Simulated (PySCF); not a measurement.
# [Tm(OH)2]+: other functionals and bases at one geometry

One table from this session's results is given with a row withheld; the runs are named, their logs left out.

The runs use PySCF 2.14.0; several levels, as the steps say, no spin–orbit coupling.

1 further run of the same task is left out (for a known fault of the program).

### The system as given

5 atoms, charge 1, spin multiplicity 1.

Bond lengths: Tm1–O2 1.925 Å, Tm1–O4 1.925 Å, O2–H3 0.962 Å, O4–H5 0.962 Å. Angles: O2–Tm1–O4 115.2°, Tm1–O2–H3 166.8°, Tm1–O4–H5 166.8°.

Geometry (Å):

```tsv
atom	x (Å)	y (Å)	z (Å)
Tm1	0.0000	0.0000	-0.5289
O2	1.6252	-0.0348	0.5021
H3	2.2977	-0.0498	1.1897
O4	-1.6252	0.0348	0.5021
H5	-2.2977	0.0498	1.1897
```

Formal oxidation states: Tm +3. Each metal's 12 4f electrons lie in its core potential, so multiplicities, spins and levels count the valence alone. An earlier session relaxed this geometry at PBE0, Tm lcecp-1-SVP with ECP58, O def2-SVP, H def2-SVP (singlet, point group C2v).

At PBE0 on the finer grid: E = -190.076948 Eh, HOMO -13.75 eV, LUMO -7.30 eV, Mulliken charge on Tm1 +1.38 e, largest force component 0.007 eV/Å. 

Levels to run: HF; r2SCAN; PBE0, TZVP. Hardware: 2 threads of Arm Neoverse V1, shared host.

Set-up of the first run:

run.py (the lines that set the calculation) reads:

```python
mol = gto.M(atom='''
Tm     0.00000     0.00000    -0.52890
O      1.62519    -0.03481     0.50211
H      2.29774    -0.04985     1.18967
O     -1.62519     0.03481     0.50211
H     -2.29774     0.04985     1.18967''',
    basis={'Tm': 'lcecp-1-SVP', 'O': 'def2-SVP', 'H': 'def2-SVP'},
    ecp={'Tm': 'lcecp-1-SVP'},
    charge=1, spin=0)
mf = scf.RHF(mol)
mf = mf.density_fit()  # fitting sets: Tm AutoAux, O def2-universal-JKFIT, H def2-universal-JKFIT
mf.conv_tol = 1e-08; mf.max_cycle = 55
mf.kernel(dm0)  # dm0: the density of the relaxed state
```

Run with:

```
OMP_NUM_THREADS=2 python run.py
```

Among the steps run: HF; r2SCAN; PBE0, TZVP.

One of the session's tables, all rows but one given; the rest of the session is left out.

```
              level  HOMO (eV)  gap (eV)  charge on Tm1 (e)  dipole (D)  largest force component (eV/Å)
PBE0 (relaxed here)     -13.75      6.45               1.38        2.42                            0.01
                 HF     -17.83     12.77               1.75        3.35                            1.19
             r2SCAN          ?         ?                  ?           ?                               ?
         PBE0, TZVP     -13.80      6.52               1.78        2.61                            0.18
```

Estimate the missing values for r2SCAN.

**Answer.** HOMO (eV): -12.45; gap (eV): 5.03; charge on Tm1 (e): 1.36; dipole (D): 2.34; largest force component (eV/Å): 0.32. In the column «HOMO (eV)» it is the highest.

The dipole of a charged species depends on the origin, so these sizes hold for this origin alone.

In one basis the HOMO–LUMO gap runs from 5.03 eV (r2SCAN) to 12.77 eV (HF). The largest leftover force, 1.19 eV/Å with HF, stands at a geometry relaxed at another level. With 4f in the core, its levels are missing from HOMO and gap, and its count is fixed, so no charge can pass from the ligands into it. Total energies of different levels can't be compared.
